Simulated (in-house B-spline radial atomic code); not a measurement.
**Excited states and polarisability of La²¹⁺ by several methods**

Aim: excitation energies, oscillator strengths, polarisability and C6 of La²¹⁺ by linear response on several mean fields, with the cost of each.

Program: in-house B-spline radial atomic code version 1. Level of theory: linear response of a closed shell, each method with its own adiabatic kernel; spin-free one-electron X2C, finite nucleus; B-spline basis; no spin-orbit coupling, no double excitations; only terms of natural parity, (−1)^L, with L up to 3 are computed. These are calculated values, not measurements, unless marked.

**1. What is computed**

| Property | Result |
| --- | --- |
| element | lanthanum (Z = 57) |
| charge | +21 |
| configuration | [Ar] 3d10 4s2 4p6 |
| runs | TDHF; PBE; ωB97X; PBEsol; exchange-only LDA; PBE0 |

Outer shells as boxes (Hund's rule):

La²¹⁺
```
[Ar] core
3d [↑↓][↑↓][↑↓][↑↓][↑↓]
4s [↑↓]
4p [↑↓][↑↓][↑↓]
```

**2. TDHF**

Settings of the run:

```ini
Z = 57
electrons = 36.0
configuration = [Ar] 3d10 4s2 4p6
hamiltonian = x2c
method = hf
box_radius = 5.42
rms_radius = 4.855
intervals = 66
```

The run is started by

```console
python run_td.py task.json out
```

One command runs all members of the session, one after another, from task.json.

**3. PBE**

Settings: those of step 2 with these lines changed.

```diff
@@ -4,3 +4,3 @@
 hamiltonian = x2c
-method = hf
+method = pbe,pbe
 box_radius = 5.42
```

**4. ωB97X**

Settings: those of step 3 with these lines changed.

```diff
@@ -4,3 +4,3 @@
 hamiltonian = x2c
-method = pbe,pbe
+method = wb97x
 box_radius = 5.42
```

**5. PBEsol**

Settings: those of step 4 with these lines changed.

```diff
@@ -4,3 +4,3 @@
 hamiltonian = x2c
-method = wb97x
+method = pbesol
 box_radius = 5.42
```

**6. exchange-only LDA**

Settings: those of step 5 with these lines changed.

```diff
@@ -4,3 +4,3 @@
 hamiltonian = x2c
-method = pbesol
+method = lda,
 box_radius = 5.42
```

**7. PBE0**

Settings: those of step 6 with these lines changed.

```diff
@@ -4,3 +4,3 @@
 hamiltonian = x2c
-method = lda,
+method = pbe0
 box_radius = 5.42
```

**Question.** What will these runs give? Wanted: for each run, threshold; 4p→4d ¹P; 4p→4d ³P, Tamm-Dancoff; α; C6.

As calculated:

```tsv
run	threshold (eV)	4p→4d ¹P (eV)	4p→4d ³P, Tamm-Dancoff (eV)	α (bohr³)	C6 (hartree bohr⁶)	time
TDHF	704.24	127.96	99.180	0.1992	0.1639	2.3 s
PBE	687.04	127.82	99.632	0.1982	0.1625	1.9 s
ωB97X	693.84	127.79	99.659	0.1984	0.1627	3.2 s
PBEsol	686.94	127.86	99.717	0.1979	0.1621	1.9 s
exchange-only LDA	684.63	127.91	99.458	0.1976	0.1618	1.6 s
PBE0	691.81	127.86	99.612	0.1984	0.1628	2.7 s
```

α runs from 0.198 (exchange-only LDA) to 0.199 bohr³ (TDHF). The semilocal functionals put the threshold at 684.63 to 687.04 eV, under Hartree-Fock's 704.24 eV, through self-interaction. The dearest run, ωB97X, took 2.0 times as long as exchange-only LDA. Spin-orbit coupling, absent here, splits and mixes these terms strongly in an ion this highly charged, so they need not match single real levels.
